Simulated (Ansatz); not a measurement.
# BSiGeH+ (quartet): wave-function methods side by side, cc-pVTZ

Aim: climb from Hartree-Fock through coupled cluster for BSiGeH+ (quartet) at one geometry and basis, and see what each rung misses.

Computed with Ansatz 0.2.0, Gaussian basis. Level: cc-pVTZ, core rule «outside noble gas», up to 20 orbitals frozen.

To be run: UHF; CCSD(T) on ROHF; CCSD(T) on UHF; BCCD(T) on ROHF; CCSDT(Q) on ROHF; CCSDT(Q) on UHF.

6 further runs of the same task are left out: 6 set aside as unsound or not needed.

## Step 1: What is computed

The geometry is a PBE0/def2-TZVP stationary point (not a proven minimum) of the parent state, kept for this charge and spin. No spin-orbit coupling is included. The filled d shell of Ge may be among the frozen orbitals whatever the setting's name suggests; the logs give the count.

4 atoms, charge 1, spin multiplicity 4.

Atoms are counted from 1 here; the program's logs count them from 0.

Bond lengths: B1–Si2 1.918 Å, B1–Ge3 2.013 Å, Si2–Ge3 2.529 Å, Si2–H4 1.633 Å, Ge3–H4 1.770 Å. Angles: Si2–B1–Ge3 80.1°, B1–Si2–Ge3 51.6°, B1–Si2–H4 95.7°, Ge3–Si2–H4 44.1°, B1–Ge3–Si2 48.3°, B1–Ge3–H4 88.3°, Si2–Ge3–H4 40.0°, Si2–H4–Ge3 95.9°.

## Step 2: UHF

Input file in.yaml:

```yaml
crystal:
  periodic: [false, false, false]
  atoms:
    - {symbol: B, position_ang: [0.000000, 1.332119, 0.648825]}
    - {symbol: Si, position_ang: [0.000000, -0.240648, 1.745819]}
    - {symbol: Ge, position_ang: [0.000000, -0.087114, -0.778595]}
    - {symbol: H, position_ang: [0.000000, -1.304472, 0.506468]}
basis:
  gaussian: {orbitals: cc-pVTZ}
total_charge: 1
magnetization: {spin_polarized: true, initial_magnetization: 3}
hamiltonian: {xc: hf}
output: {orbitals: {seedname: orbitals}}
```

Run with:

```sh
$ ansatz run in.yaml --threads 1 --pin off --events-out ev --progress --plain --max-ram 4096MiB --backend cpu
```

The runs that follow: CCSD(T) on ROHF; CCSD(T) on UHF; BCCD(T) on ROHF; CCSDT(Q) on ROHF; CCSDT(Q) on UHF.

**Question.** What will the summary of the whole plan be? Wanted: UCCSDT(Q) below the RHF energy; RMP2 from UCCSDT(Q); UMP2 from UCCSDT(Q); RCCSD from UCCSDT(Q); RCCSD(T) from UCCSDT(Q); UCCSD(T) from UCCSDT(Q); RCCSDT(Q) from UCCSDT(Q); T1 diagnostic.

As calculated:

| quantity | value |
| --- | --- |
| UCCSDT(Q) below the RHF energy | -7.8134 eV |
| RMP2 from UCCSDT(Q) | +1473.5 meV |
| UMP2 from UCCSDT(Q) | +1523.0 meV |
| RCCSD from UCCSDT(Q) | +521.9 meV |
| RCCSD(T) from UCCSDT(Q) | +88.6 meV |
| UCCSD(T) from UCCSDT(Q) | +88.2 meV |
| RCCSDT(Q) from UCCSDT(Q) | +3.9 meV |
| levels within 1 kcal/mol (43 meV) | RCCSDT, UCCSDT, RCCSDT(Q) |
| T1 diagnostic | 0.034 |

In words: RCCSD(T) lands +88.6 meV from the yardstick (1.1 % of the correlation energy). These misses are within one basis, not against nature; the frozen cores of restricted and unrestricted runs differ, which can shift their rows.
